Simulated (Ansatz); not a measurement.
# H5NO3Sn: the cost of one run

All numbers below are computed with Ansatz 0.2.0 (RKS PBE0/def2-SVP).

## 1. The system as given

Bond lengths: N1–Sn2 2.016 Å, Sn2–O3 1.964 Å, Sn2–O4 1.945 Å, Sn2–O5 1.984 Å, N1–H6 1.119 Å, N1–H7 1.034 Å, O3–H8 1.043 Å, O4–H9 1.039 Å, O5–H10 0.952 Å. Angles: N1–Sn2–O3 107.4°, N1–Sn2–O4 112.5°, N1–Sn2–O5 109.4°, O3–Sn2–O4 109.3°, O3–Sn2–O5 109.9°, O4–Sn2–O5 108.4°, Sn2–N1–H6 106.5°, Sn2–N1–H7 109.0°, H6–N1–H7 104.0°, Sn2–O3–H8 103.9°, Sn2–O4–H9 106.3°, Sn2–O5–H10 105.6°.

Coordinates:

```xyz
10

N    -1.2027    0.0121   -1.2931
Sn    0.0813   -0.0114    0.2609
O     0.8848   -1.8024    0.3307
O    -0.7949    0.3671    1.9553
O     1.4930    1.3520   -0.0315
H    -1.6270    1.0468   -1.3382
H    -0.6680   -0.0770   -2.1742
H     1.5796   -1.7350    1.1054
H    -1.5438   -0.3449    2.0624
H     1.8808    1.1414   -0.8748
```

## 2. End point A

input.yaml

```yaml
crystal:
  periodic: [false, false, false]
  atoms:
    - { symbol: "N", position_ang: [-1.2027, 0.0121, -1.2931] }
    - { symbol: Sn, position_ang: [0.0813, -0.0114, 0.2609] }
    - { symbol: O, position_ang: [0.8848, -1.8024, 0.3307] }
    - { symbol: O, position_ang: [-0.7949, 0.3671, 1.9553] }
    - { symbol: O, position_ang: [1.493, 1.352, -0.0315] }
    - { symbol: H, position_ang: [-1.627, 1.0468, -1.3382] }
    - { symbol: H, position_ang: [-0.668, -0.077, -2.1742] }
    - { symbol: H, position_ang: [1.5796, -1.735, 1.1054] }
    - { symbol: H, position_ang: [-1.5438, -0.3449, 2.0624] }
    - { symbol: H, position_ang: [1.8808, 1.1414, -0.8748] }
basis:
  gaussian: { orbitals: def2-SVP }
hamiltonian:
  xc: pbe0
relax:
  f_tol: 0.015
  max_steps: 40
```

Started as:

```console
$ ansatz run input.yaml --threads 2 --pin off --max-ram 3072MiB --backend cpu --events-out ev --progress --plain --runs-dir out
```

Q: Estimate wall time and peak memory on 2 threads of Arm Neoverse V2, shared host.

About 74 s, with a peak of 0.25 GiB.
